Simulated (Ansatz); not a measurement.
**SbMo2: a trial structure relaxed**

Aim: relax SbMo2 from this start, cuprite type (Pn-3m, No. 224), and see where it ends.

The COD entry's cell or inner coordinates are ideal or old and differ from later refinements, so a difference from it is no clean test against experiment.

Method: DFT PBE, scalar-relativistic, plane waves, PAW, in Ansatz 0.2.0.

1 further run of the same task is left out (it didn't finish).

## (1) The system as given

It takes space group Pn-3m (No. 224, cubic). Conventional cell: a = 5.059 Å, b = 5.059 Å, c = 5.059 Å, α = 90.00°, β = 90.00°, γ = 90.00°. Sb (site symmetry -43m) is surrounded by 4 Mo at 2.19 Å. Mo (site symmetry -3m) is surrounded by 2 Sb at 2.19 Å.

As a file:

```cif
data_structure
_symmetry_space_group_name_H-M 'P 1'
_symmetry_Int_Tables_number 1
_cell_length_a 5.0593
_cell_length_b 5.0593
_cell_length_c 5.0593
_cell_angle_alpha 90.000
_cell_angle_beta 90.000
_cell_angle_gamma 90.000
_cell_volume 129.50
loop_
_atom_site_label
_atom_site_type_symbol
_atom_site_fract_x
_atom_site_fract_y
_atom_site_fract_z
_atom_site_occupancy
Sb1 Sb 0.00000 0.00000 0.00000 1
Sb2 Sb 0.50000 0.50000 0.50000 1
Mo1 Mo 0.25000 0.25000 0.25000 1
Mo2 Mo 0.25000 0.75000 0.75000 1
Mo3 Mo 0.75000 0.75000 0.25000 1
Mo4 Mo 0.75000 0.25000 0.75000 1
```

(A quick probe on a coarse mesh, which set the mesh and smearing, is not shown.)

## (3) Rough relaxation on the coarse mesh

input.yaml reads:

```yaml
crystal:
  lattice:
    - [5.0592810115, 0.0, 0.0]
    - [0.0, 5.0592810115, 0.0]
    - [0.0, 0.0, 5.0592810115]
  atoms:
    - { symbol: Sb, position: [0.0, 0.0, 0.0] }
    - { symbol: Sb, position: [0.5, 0.5, 0.5] }
    - { symbol: Mo, position: [0.25, 0.25, 0.25] }
    - { symbol: Mo, position: [0.25, 0.75, 0.75] }
    - { symbol: Mo, position: [0.75, 0.75, 0.25] }
    - { symbol: Mo, position: [0.75, 0.25, 0.75] }
basis:
  ecutwfc: 420
kpoints:
  mp_grid: { grid: [4, 4, 4] }
hamiltonian:
  xc: pbe
scf:
  occupations: { method: gaussian, width: 0.1 }
  lower_state_search: "off"
output:
  forces: true
  stress: true
  eigenvalues: true
relax:
  adjacent_minimum: "off"
  f_tol: 0.04
  max_steps: 70
  cell: { stress_tol: 0.4 }
```

Run with:

```sh
$ ansatz run input.yaml --threads 1 --pin off --max-ram 2560MiB --backend cpu --events-out ev --progress --plain --runs-dir out
```

Further runs follow: relaxing cell and atoms.

Q: Predict the outcome of this session.

The runs gave:

Formation energies count from the elements, computed with the same settings in runs not shown here.

```
                          quantity                                                                      value
                              cell  a = 5.747 Å, b = 5.747 Å, c = 5.747 Å, α = 90.00°, β = 90.00°, γ = 90.00°
                       space group                                                            Pn-3m (No. 224)
                            volume                                                              31.64 Å³/atom
                   gap on the mesh                                                               none (metal)
formation energy from the elements                                                             +3.223 eV/atom
```

The space group stayed Pn-3m, and from the first guess the volume went from 21.58 to 31.64 Å³/atom. The formation energy of +3.22 eV/atom is positive, so the elements lie lower than this structure; another structure of the compound can lie lower. The runs treat Sb without spin-orbit coupling.
